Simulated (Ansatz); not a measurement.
# AsBr₃: one species, many methods

An exercise on one series of results from a longer session: the logs are not shown, and one member is left open.

Program: Ansatz 0.2.0, Gaussian basis. Level of theory: functionals in def2-TZVPP, the program's frozen cores in correlated methods. These are calculated values, not measurements.

Plan: LDA (SPW92), PBE-D4, revPBE-D4, BLYP-D4, r2SCAN-D4, B97M-V, PBE0-D4, B3LYP-D4, r2SCANh-D4, r2SCAN0-D4, HSE06-D4, BHLYP-D4, CAM-B3LYP-D4, LC-ωPBE, ωB97X-V, ωB97M-V, B2PLYP, PBE-QIDH; CCSD(T)/def2-SVP; CCSD(T)/def2-TZVPP; MP2/def2-QZVPP; extrapolation to the limit; RPA on PBE.

**Structure used throughout**

All runs share one geometry, relaxed beforehand with PBE0-D4 in a triple-zeta def2 set.

SMILES `Br[As](Br)Br`, 4 atoms, charge 0, spin multiplicity 1.

Atoms are counted from 1 here; the program's logs count them from 0.

Bond lengths: Br1–As2 2.334 Å, As2–Br3 2.334 Å, As2–Br4 2.334 Å. Angles: Br1–As2–Br3 100.1°, Br1–As2–Br4 100.1°, Br3–As2–Br4 100.1°.

The first run:

File in.yaml:

```yaml
crystal:
  periodic: [false, false, false]
  atoms:
    - {symbol: Br, position_ang: [0.779048, 0.506430, 1.865853]}
    - {symbol: As, position_ang: [-0.764285, -0.142467, 0.239512]}
    - {symbol: Br, position_ang: [0.404738, -1.898771, -0.758780]}
    - {symbol: Br, position_ang: [-0.419491, 1.534799, -1.346586]}
basis:
  gaussian: {orbitals: def2-TZVPP}
hamiltonian: {xc: lda}
output: {orbitals: {seedname: orbitals}}
```

Launch:

```
> ansatz run in.yaml --threads 4 --pin off --events-out ev --progress --plain --max-ram 10444MiB
```

Among the steps run: LDA; PBE-D4 (GGA); revPBE-D4 (GGA); BLYP-D4 (GGA); r2SCAN-D4 (meta-GGA); B97M-V (meta-GGA); B3LYP-D4 (hybrid); r2SCANh-D4 (hybrid); r2SCAN0-D4 (hybrid); HSE06-D4 (hybrid); BHLYP-D4 (hybrid); CAM-B3LYP-D4 (range-separated); LC-ωPBE (range-separated); ωB97X-V (range-separated); ωB97M-V (range-separated); B2PLYP (double hybrid); PBE-QIDH (double hybrid).

One of the session's tables, all rows but one given; the rest of the session is left out.

It belongs to the step «Orbital energies across the functionals». 

```
  functional  HOMO (eV)  LUMO (eV)  gap (eV)
 LDA (SPW92)      -7.22      -3.40      3.81
      PBE-D4      -7.02      -3.12      3.90
   revPBE-D4      -6.96      -3.03      3.94
     BLYP-D4      -6.86      -3.02      3.84
   r2SCAN-D4      -7.32      -3.03      4.29
      B97M-V      -7.34      -2.88      4.45
     PBE0-D4          ?          ?         ?
    B3LYP-D4      -7.90      -2.57      5.32
  r2SCANh-D4      -7.71      -2.74      4.98
  r2SCAN0-D4      -8.30      -2.30      6.00
    HSE06-D4      -7.73      -2.72      5.01
    BHLYP-D4      -9.05      -1.45      7.59
CAM-B3LYP-D4      -9.30      -1.36      7.94
     LC-ωPBE     -10.53      -0.26     10.27
     ωB97X-V     -10.22      -0.32      9.90
     ωB97M-V     -10.10      -0.41      9.69
```

Estimate the missing values for PBE0-D4.

The run gave: HOMO (eV): -8.11; LUMO (eV): -2.35; gap (eV): 5.76. In the column «HOMO (eV)» it lies between r2SCAN0-D4 (-8.30) and B3LYP-D4 (-7.90).
